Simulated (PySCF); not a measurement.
# CH9BSi2: the cost of one run

Computed with PySCF 2.14.0, with density-fitted response routines of our own, on a single molecule in the gas phase. Atoms count from 0, in the outputs and in this text.

### 1 The starting structure

13 atoms, charge 0, multiplicity 1; geometry from: PBE0-D3(BJ)/def2-SVP.

Bonds of the start (Å): B0–Si1 2.01, Si1–C2 1.89, C2–Si3 1.88, B0–H4 1.21, B0–H5 1.21, Si1–H6 1.51, Si1–H7 1.50, C2–H8 1.10, C2–H9 1.10, Si3–H10 1.50, Si3–H11 1.50, Si3–H12 1.50.

### 2 NMR shieldings: HF/pcSseg-2

Job settings and geometry (Å):

```
{"job": {"kind": "nmr", "xc": "HF", "basis": "pcSseg-2", "pop": false}, "charge": 0, "multiplicity": 1}
B      2.048016     0.637716    -0.847278
Si     0.912044    -0.907287    -0.232647
C     -0.927397    -0.722106    -0.620888
Si    -1.754564     0.694646     0.298020
H      1.651022     1.448009    -1.653139
H      3.185456     0.756123    -0.454802
H      1.470269    -2.115794    -0.936709
H      1.088966    -1.153452     1.236988
H     -1.039004    -0.552834    -1.705706
H     -1.456056    -1.659786    -0.380436
H     -1.801322     0.404057     1.764251
H     -3.150984     0.926837    -0.185474
H     -0.974840     1.958774     0.102039
```

With the program's defaults for keys left out, this is: GIAO HF/pcSseg-2 NMR shielding, non-relativistic, gas phase.

Command:

```console
OMP_NUM_THREADS=1 python probes_run.py task.json out
```

This one command runs all jobs of the session in turn.

Q: Estimate the wall time and peak memory of this first job on 1 thread of Arm Neoverse V1, shared host.

About 17 s, with a peak of 1.1 GiB.
